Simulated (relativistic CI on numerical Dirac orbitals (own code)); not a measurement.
**Re⁶⁺ (5d) in crystal fields: levels and magnetism**

Aim: the levels, ground state and powder susceptibility of Re⁶⁺ in 6 parametric crystal fields.

The numbers are computed with relativistic CI on numerical Dirac orbitals (own code) version 1 (Dirac-Coulomb-Breit CI, KLI orbitals optimised for each configuration, model QED (radiative potential, 1s self-energy scaled to tabulated hydrogen-like ionisation energies), one configuration in a parametric crystal field), except any that are marked as measured or tabulated.

### 1 What is computed

- ion: Re⁶⁺ (Re VII)
- nuclear charge: 75
- electrons: 69
- open shell: 5d
- Slater scale: 1
- field 1 (cm⁻¹): Oh, 10Dq = 57950
- field 2 (cm⁻¹): Oh, 10Dq = 65900
- field 3 (cm⁻¹): Oh, 10Dq = 73900
- field 4 (cm⁻¹): Oh, 10Dq = 81900
- field 5 (cm⁻¹): Oh, 10Dq = 89900
- field 6 (cm⁻¹): Oh, 10Dq = 97900

The outer shells:

[Xe] 4f14 5d1
```
[Xe] core
4f [↑↓][↑↓][↑↓][↑↓][↑↓][↑↓][↑↓]
5d [↑ ][  ][  ][  ][  ]
```

### 2 Field 1: Oh, 10Dq = 57950

The run's settings:

```ini
atom Re  Z=75  charge=6  electrons=69
nucleus A=187  rms_radius_fm=5.3698
hamiltonian dirac-coulomb  breit=on  qed=on  c_scale=1
orbitals kli  potential=per-configuration
slater_scale 1
correlation none
mixing on
configurations
  [Xe] 4f14 5d
end
crystal_field Oh 10Dq=57950
```

### 3 Field 2: Oh, 10Dq = 65900

Changes to the settings of step 2:

```diff
@@ -10,2 +10,2 @@
 end
-crystal_field Oh 10Dq=57950
+crystal_field Oh 10Dq=65900
```

### 4 Field 3: Oh, 10Dq = 73900

Changes to the settings of step 3:

```diff
@@ -10,2 +10,2 @@
 end
-crystal_field Oh 10Dq=65900
+crystal_field Oh 10Dq=73900
```

### 5 Field 4: Oh, 10Dq = 81900

Changes to the settings of step 4:

```diff
@@ -10,2 +10,2 @@
 end
-crystal_field Oh 10Dq=73900
+crystal_field Oh 10Dq=81900
```

### 6 Field 5: Oh, 10Dq = 89900

Changes to the settings of step 5:

```diff
@@ -10,2 +10,2 @@
 end
-crystal_field Oh 10Dq=81900
+crystal_field Oh 10Dq=89900
```

### 7 Field 6: Oh, 10Dq = 97900

Changes to the settings of step 6:

```diff
@@ -10,2 +10,2 @@
 end
-crystal_field Oh 10Dq=89900
+crystal_field Oh 10Dq=97900
```

(Steps that only read results are left out.)

**Question.** What will these runs give? Wanted: ground spin.

As calculated:

| field | ground state | degeneracy | S | J | first gap (cm⁻¹) | stabilisation (cm⁻¹) | χT at 2 K | χT at 300 K |
| --- | --- | --- | --- | --- | --- | --- | --- | --- |
| 1: Oh | G8 | 4 | 0.50 | 1.87 | 6630 | -19468 | 0.013 | 0.037 |
| 2: Oh | G8 | 4 | 0.50 | 1.88 | 6581 | -22599 | 0.011 | 0.034 |
| 3: Oh | G8 | 4 | 0.50 | 1.88 | 6542 | -25759 | 0.009 | 0.032 |
| 4: Oh | G8 | 4 | 0.50 | 1.89 | 6510 | -28928 | 0.007 | 0.031 |
| 5: Oh | G8 | 4 | 0.50 | 1.89 | 6484 | -32101 | 0.006 | 0.030 |
| 6: Oh | G8 | 4 | 0.50 | 1.90 | 6462 | -35279 | 0.005 | 0.029 |

χT is in cm³ K/mol; stabilisation counts from the free ion's lowest level; S and J come from the expectation values of their squares.

| quantity | value |
| --- | --- |
| ground spin (effective S from ⟨S²⟩) | 1: 0.50, 2: 0.50, 3: 0.50, 4: 0.50, 5: 0.50, 6: 0.50 |
| χT at 300 K | 0.03 to 0.04 cm³ K/mol |

All fields leave the ground state at S = 1/2. The field is a set of parameters, without covalency or charge transfer.
